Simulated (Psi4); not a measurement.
# A workflow on GeH3S (SMILES [S][GeH3])

Aim: a geometry optimisation (UPBE-D4/pcseg-1), then the harmonic vibrations, then the energy (UMP2/cc-pVTZ), then the vertical excitations (TD-PBE/pcseg-1) of GeH3S. 

The results are computed with Psi4 1.11.

### 1 The molecule

The species is GeH3S (5 atoms), meant as a doublet with charge 0. SMILES: `[S][GeH3]`. All atoms were displaced at random from a relaxed shape. The run starts from this shape.

Bond lengths: S1–Ge2 2.191 Å, Ge2–H3 1.471 Å, Ge2–H4 1.592 Å, Ge2–H5 1.542 Å. Angles: S1–Ge2–H3 111.5°, S1–Ge2–H4 102.1°, S1–Ge2–H5 111.5°, H3–Ge2–H4 115.2°, H3–Ge2–H5 111.2°, H4–Ge2–H5 104.9°.

### 2 A structure relaxation at UPBE-D4/pcseg-1 (density fitting) (run 1)

File job.inp:

```
memory 1.6 GB

molecule molecule1 {
  0 2
  S
  Ge 1 r2
  H 2 r3 1 a3
  H 2 r4 3 a4 1 d4
  H 2 r5 3 a5 4 d5

  r2 = 2.191137
  r3 = 1.470981
  a3 = 111.50855
  r4 = 1.591886
  a4 = 115.22151
  d4 = -115.79298
  r5 = 1.542216
  a5 = 111.18712
  d5 = -119.15533
  units angstrom
  symmetry c1
}

set {
  reference uks
  geom_maxiter 60
}

opt('pbe-d4/pcseg-1')
```

Started as:

```bash
$ psi4 job.inp job.out -n 1
```

job.out:

```text
[...]
  Running in c1 symmetry.
[...]
  Nuclear repulsion =  165.763599364051373
[...]
  Multiplicity = 2
[...]
  Nalpha       = 26
  Nbeta        = 25
[...]
    Number of basis functions: 60
[...]
   @DF-UKS iter   1: -2475.42340457569071   -2.49764e+00   1.93530e-02 DIIS/ADIIS
[...]
   @DF-UKS iter   9: -2476.23325354788858   -2.04636e-11   7.45268e-09 DIIS
[...]
   @S^2 Observed:                7.526089094E-01
[...]
  @DF-UKS Final Energy: -2476.23325354788858
   => Energetics <=
    Nuclear Repulsion Energy =            162.8487760700269860
    One-Electron Energy =               -3770.4437575178008046
    Two-Electron Energy =                1236.6398722469530185
    DFT Exchange-Correlation Energy =    -105.2752036567082996
    Empirical Dispersion Energy =          -0.0029406903590657
    VV10 Nonlocal Energy =                  0.0000000000000000
    Total Energy =                      -2476.2332535478885802
[...]
 Multipole Moments:
 ------------------------------------------------------------------------------------
     Multipole            Electronic (a.u.)      Nuclear  (a.u.)        Total (a.u.)
 ------------------------------------------------------------------------------------
 L = 1.  Multiply by 2.5417464519 to convert [e a0] to [Debye]
 Dipole X            :         -0.1277914            0.1273167           -0.0004747
 Dipole Y            :         -0.0700446            0.0696658           -0.0003789
 Dipole Z            :          3.4973576           -2.8684680            0.6288896
 Magnitude           :                                                    0.6288898
[...]
  -Total Gradient:
     Atom            X                  Y                   Z
    ------   -----------------  -----------------  -----------------
       1       -0.000019669083    -0.000001422708    -0.000044613667
       2        0.000091205246     0.000004902262     0.000054735165
       3       -0.000041149312     0.000002440392     0.000005731483
       4       -0.000014336398     0.000011156587     0.000009479562
       5       -0.000015345876    -0.000018971436     0.000002732182
[...]
    Final optimized geometry and variables:
    Molecular point group: c1
    Full point group: C1
    Geometry (in Angstrom), charge = 0, multiplicity = 2:
    S
    GE            1          r2
    H             2          r3      1          a3
    H             2          r4      3          a4      1          d4
    H             2          r5      3          a5      4          d5
    a3        =  110.9659721839
    a4        =  109.9529626901
    a5        =  110.9713395742
    d4        = -114.3936374205
    d5        = -121.8083844032
[...]
```

The script printed:

```text
Optimizer: Optimization complete!
```

Wall time 32 s (1 thread of Intel Xeon 6975P-C (Granite Rapids), shared host); peak memory 0.42 GiB.

Step by step:

| step | energy from the first frame kept (eV) | largest force (eV/Å) |
| --- | --- | --- |
| 0 | 0.0000 | 1.7581 |
| 1 | -0.0812 | 0.2529 |
| 2 | -0.0876 | 0.1421 |
| 3 | -0.0915 | 0.0841 |
| 4 | -0.0919 | 0.0551 |
| 5 | -0.0922 | 0.0173 |
| 6 | -0.0923 | 0.0139 |
| 7 | -0.0923 | 0.0081 |
| 8 | -0.0923 | 0.0055 |

After the run. Bond lengths: S1–Ge2 2.235 Å, Ge2–H3 1.549 Å, Ge2–H4 1.553 Å, Ge2–H5 1.549 Å. Angles: S1–Ge2–H3 111.0°, S1–Ge2–H4 103.9°, S1–Ge2–H5 110.9°, H3–Ge2–H4 110.0°, H3–Ge2–H5 111.0°, H4–Ge2–H5 109.9°.

### 3 Vibrational wavenumbers at UPBE-D4/pcseg-1 (density fitting) (run 2)

File calc.dat:

```
memory 1600 MB

molecule molecule1 {
  0 2
  S
  Ge 1 r2
  H 2 r3 1 a3
  H 2 r4 3 a4 1 d4
  H 2 r5 3 a5 4 d5

  r2 = 2.234538
  r3 = 1.548731
  a3 = 110.96596
  r4 = 1.552888
  a4 = 109.95295
  d4 = -114.39364
  r5 = 1.54878
  a5 = 110.97134
  d5 = -121.80839
}

set {
  reference                  uks
  t                          400.0
  rotational_symmetry_number 1
}

freq("pbe-d4/pcseg-1")
```

Started as:

```bash
$ psi4 -i calc.dat -o calc.out -n 1
```

calc.out:

```text
[...]
  Running in c1 symmetry.
[...]
  Nuclear repulsion =  162.848778874676754
[...]
  Multiplicity = 2
[...]
  Nalpha       = 26
  Nbeta        = 25
[...]
    Number of basis functions: 60
[...]
   @DF-UKS iter   1: -2475.42316470342075   -2.55442e+00   1.93251e-02 ADIIS/DIIS
[...]
   @DF-UKS iter  17: -2476.23325323180688   -9.09495e-13   3.76812e-09 DIIS
[...]
   @S^2 Observed:                7.526089680E-01
[...]
  @DF-UKS Final Energy: -2476.23325323180688
   => Energetics <=
    Nuclear Repulsion Energy =            162.8502654558208462
    One-Electron Energy =               -3770.4469537532550021
    Two-Electron Energy =                1236.6416314259245155
    DFT Exchange-Correlation Energy =    -105.2752556362699181
    Empirical Dispersion Energy =          -0.0029407240278664
    VV10 Nonlocal Energy =                  0.0000000000000000
    Total Energy =                      -2476.2332532318068843
[...]
  -Total Gradient:
     Atom            X                  Y                   Z
    ------   -----------------  -----------------  -----------------
       1       -0.000053556297    -0.000005255574    -0.000035591637
       2       -0.000166519538     0.000050895707     0.000085823419
       3       -0.000020333852    -0.000000761957    -0.000001042875
       4        0.000101975760     0.000062530698     0.000078846651
       5        0.000139073137    -0.000109310112    -0.000100061309
[...]
  ==> Harmonic Vibrational Analysis <==
[...]
  Freq [cm^-1]                 369.0701            376.5247            464.5247
[...]
  IR activ [km/mol]             0.0669             10.6638             17.6358
[...]
  Freq [cm^-1]                 771.2165            802.3440            844.5019
[...]
  IR activ [km/mol]            101.0967            22.5759             59.9460
[...]
  Freq [cm^-1]                2056.2533           2079.5549           2083.8480
[...]
  IR activ [km/mol]            31.5556             83.8638             98.8967
[...]
  Total E_0, Enthalpy at 0 [K]                                                        -2476.21081852 [Eh]
[...]
  Total H, Enthalpy at  400.00 [K]                                                    -2476.20339761 [Eh]
[...]
  Total G, Gibbs energy at  400.00 [K]                                                -2476.24947953 [Eh]
[...]
```

Standard output:

```text
Warning: used thermodynamics relations inappropriate for low-frequency modes: ['369.0701' '376.5247' '464.5247']
```

Wall time 1.9 min (1 thread of Intel Xeon 6975P-C (Granite Rapids), shared host); peak memory 0.45 GiB.

### 4 The energy at UMP2/cc-pVTZ (density fitting, density fitting for correlation) (run 3)

File input.dat:

```
memory 1600 MB

molecule molecule1 {
  0 2
  S      2.62820842    -0.55840840     2.84803459
  Ge    -0.22697312     0.07333838    -0.19823038
  H     -1.97982260     2.32284001     0.45956817
  H      1.39150739     0.72184892    -2.55861925
  H     -1.78184355    -2.35638454    -0.69300603
  units bohr
}

set basis cc-pVTZ
set reference uhf
set freeze_core true

result, w = energy("mp2", return_wfn=True)
```

Started as:

```bash
$ psi4 -i input.dat -o output.dat -n 1
```

output.dat:

```text
[...]
  Running in c1 symmetry.
[...]
  Nuclear repulsion =  162.848795058871019
[...]
  Multiplicity = 2
[...]
  Nalpha       = 26
  Nbeta        = 25
[...]
    Number of basis functions: 119
[...]
   @DF-UHF iter   1: -2473.59366354820395   -3.22514e+00   1.69532e-02 ADIIS/DIIS
[...]
   @DF-UHF iter  22: -2474.69484268354836   -6.91216e-10   5.32774e-09 DIIS
[...]
   @S^2 Observed:                7.625097372E-01
[...]
    Orbital Energies [Eh]
    ---------------------
    Alpha Occupied:
       1A   -405.254922     2A    -91.972590     3A    -52.161640
       4A    -46.249300     5A    -46.248715     6A    -46.248561
       7A     -8.974182     8A     -7.206374     9A     -6.669377
      10A     -6.651238    11A     -6.649890    12A     -5.182651
      13A     -5.181260    14A     -5.180874    15A     -1.658374
      16A     -1.657502    17A     -1.656926    18A     -1.653333
      19A     -1.653102    20A     -0.964278    21A     -0.719271
      22A     -0.511835    23A     -0.497415    24A     -0.452113
      25A     -0.441446    26A     -0.386801
    Alpha Virtual:
[...]
  @DF-UHF Final Energy: -2474.69484268354836
   => Energetics <=
    Nuclear Repulsion Energy =            162.8487950588710191
    One-Electron Energy =               -3771.5952365089306113
    Two-Electron Energy =                1134.0515987665114608
    Total Energy =                      -2474.6948426835479040
  UHF NO Occupations:
  HONO-2 :   24  A 1.9994799
  HONO-1 :   25  A 1.9948420
[...]
 Multipole Moments:
 ------------------------------------------------------------------------------------
     Multipole            Electronic (a.u.)      Nuclear  (a.u.)        Total (a.u.)
 ------------------------------------------------------------------------------------
 L = 1.  Multiply by 2.5417464519 to convert [e a0] to [Debye]
 Dipole X            :         -2.4674233            2.0463506           -0.4210727
 Dipole Y            :          0.4809206           -0.4028659            0.0780547
 Dipole Z            :         -2.3607340            1.9746690           -0.3860651
 Magnitude           :                                                    0.5765770
[...]
```

It took 6 s on 1 thread of Intel Xeon 6975P-C (Granite Rapids), shared host; peak memory 0.62 GiB.

### 5 The vertical excitations at TD-PBE/pcseg-1 (density fitting, save jk yes) (run 4)

File geh3s.in:

```
memory 1.6 GB

molecule m {
  0 2
  S      1.390788    -0.295497     1.507115
  Ge    -0.120109     0.038809    -0.104899
  H     -1.047677     1.229194     0.243193
  H      0.736354     0.381986    -1.353963
  H     -0.942911    -1.246945    -0.366723
}

set globals {
  basis pcseg-1
  reference uks
  save_jk true
}

from psi4.driver.procrouting.response.scf_response import tdscf_excitations
energy_value, wavefunction = energy('pbe', return_wfn=True)
states = tdscf_excitations(wavefunction, states=4, tda=False)
```

Started as:

```bash
$ psi4 geh3s.in geh3s.out -n 1
```

geh3s.out:

```text
[...]
  Running in c1 symmetry.
[...]
  Nuclear repulsion =  162.848795111770784
[...]
  Multiplicity = 2
[...]
  Nalpha       = 26
  Nbeta        = 25
[...]
    Number of basis functions: 60
[...]
   @DF-UKS iter   1: -2475.42022409161291   -2.55442e+00   1.93251e-02 DIIS/ADIIS
[...]
   @DF-UKS iter  10: -2476.23031285572097   -1.19849e-08   4.70253e-07 DIIS
[...]
   @S^2 Observed:                7.526094230E-01
[...]
  @DF-UKS Final Energy: -2476.23031285572097
   => Energetics <=
    Nuclear Repulsion Energy =            162.8487951117707837
    One-Electron Energy =               -3770.4434717343287957
    Two-Electron Energy =                1236.6395553635952638
    DFT Exchange-Correlation Energy =    -105.2751915967583898
    Empirical Dispersion Energy =           0.0000000000000000
    VV10 Nonlocal Energy =                  0.0000000000000000
    Total Energy =                      -2476.2303128557209675
[...]
 Multipole Moments:
 ------------------------------------------------------------------------------------
     Multipole            Electronic (a.u.)      Nuclear  (a.u.)        Total (a.u.)
 ------------------------------------------------------------------------------------
 L = 1.  Multiply by 2.5417464519 to convert [e a0] to [Debye]
 Dipole X            :         -2.4720433            2.0463506           -0.4256927
 Dipole Y            :          0.4970003           -0.4028659            0.0941344
 Dipole Z            :         -2.4278967            1.9746690           -0.4532277
 Magnitude           :                                                    0.6288807
[...]
**********                               WARNING                                **********
**********       The names of excited state variables changed between 1.5       **********
[...]
**********                               WARNING                                **********
**********  Length-gauge rotatory strengths are **NOT** gauge-origin invariant  **********
[...]
                                    Excitation Energy         Total Energy        Oscillator Strength             Rotatory Strength
[...]
Excited State    1 (1 A):   0.00420 au   10840.19 nm f = 0.0000
[...]
Excited State    2 (1 A):   0.08546 au   533.13 nm f = 0.0001
[...]
Excited State    3 (1 A):   0.12114 au   376.12 nm f = 0.0011
[...]
Excited State    4 (1 A):   0.12815 au   355.54 nm f = 0.0267
[...]
**********                               WARNING                                **********
**********       The names of excited state variables changed between 1.5       **********
[...]
```

Wall time 12 s (1 thread of Intel Xeon 6975P-C (Granite Rapids), shared host); peak memory 0.39 GiB.

The roots found:

| excited state | energy (eV) | strength | label |
| --- | --- | --- | --- |
| 1 | 0.114 | 0.0000 | A 1 |
| 2 | 2.326 | 0.0001 | A 1 |
| 3 | 3.296 | 0.0011 | A 1 |
| 4 | 3.487 | 0.0267 | A 1 |

### 6 What came out

| quantity | value |
| --- | --- |
| run 1, UPBE-D4/pcseg-1: total energy at the end | -2476.23325 Eh |
| run 1, UPBE-D4/pcseg-1: dipole moment | 1.60 D |
| run 1, UPBE-D4/pcseg-1: HOMO energy (highest over α and β) | -5.95 eV |
| run 1, UPBE-D4/pcseg-1: LUMO energy (lowest over α and β) | -5.67 eV |
| run 1, UPBE-D4/pcseg-1: dispersion energy | -7.72 kJ/mol |
| run 1, UPBE-D4/pcseg-1: ⟨S²⟩ | 0.753 |
| run 2, UPBE-D4/pcseg-1: lowest harmonic wavenumber | 369 cm⁻¹ |
| run 2, UPBE-D4/pcseg-1: highest harmonic wavenumber | 2084 cm⁻¹ |
| run 2, UPBE-D4/pcseg-1: zero-point energy | 58.9 kJ/mol |
| run 2, UPBE-D4/pcseg-1: ideal-gas entropy at 400 K (symmetry number 1 as used) | 72.3 cal/(mol K) |
| run 3, UMP2/cc-pVTZ: total energy | -2475.04238 Eh |
| run 3, UMP2/cc-pVTZ: HOMO energy (Hartree–Fock orbitals) (highest over α and β) | -10.01 eV |
| run 3, UMP2/cc-pVTZ: LUMO energy (Hartree–Fock orbitals) (lowest over α and β) | 0.13 eV |
| run 3, UMP2/cc-pVTZ: correlation energy (14 core orbitals frozen) | -347.5 mEh |
| run 3, UMP2/cc-pVTZ: ⟨S²⟩ of the reference determinant | 0.763 |
| run 4, TD-PBE/pcseg-1: ground-state or mean-field energy | -2476.23031 Eh |
| run 4, TD-PBE/pcseg-1: dipole moment (PBE Kohn–Sham density) | 1.60 D |
| run 4, TD-PBE/pcseg-1: HOMO energy (PBE Kohn–Sham orbitals) (highest over α and β) | -5.95 eV |
| run 4, TD-PBE/pcseg-1: LUMO energy (PBE Kohn–Sham orbitals) (lowest over α and β) | -5.67 eV |
| run 4, TD-PBE/pcseg-1: ⟨S²⟩ of the reference determinant | 0.753 |
| run 4, TD-PBE/pcseg-1: lowest excitation energy | 0.11 eV |

In words: The optimisation (run 1, UPBE-D4/pcseg-1) took 9 steps and changed the energy by -0.092 eV. All 9 modes (run 2, UPBE-D4/pcseg-1) are real, so the shape is a minimum at this level. The brightest of the 4 transitions from the ground state lies at 3.49 eV (356 nm, f = 0.027); the lowest, at 0.11 eV, has f = 0.000.
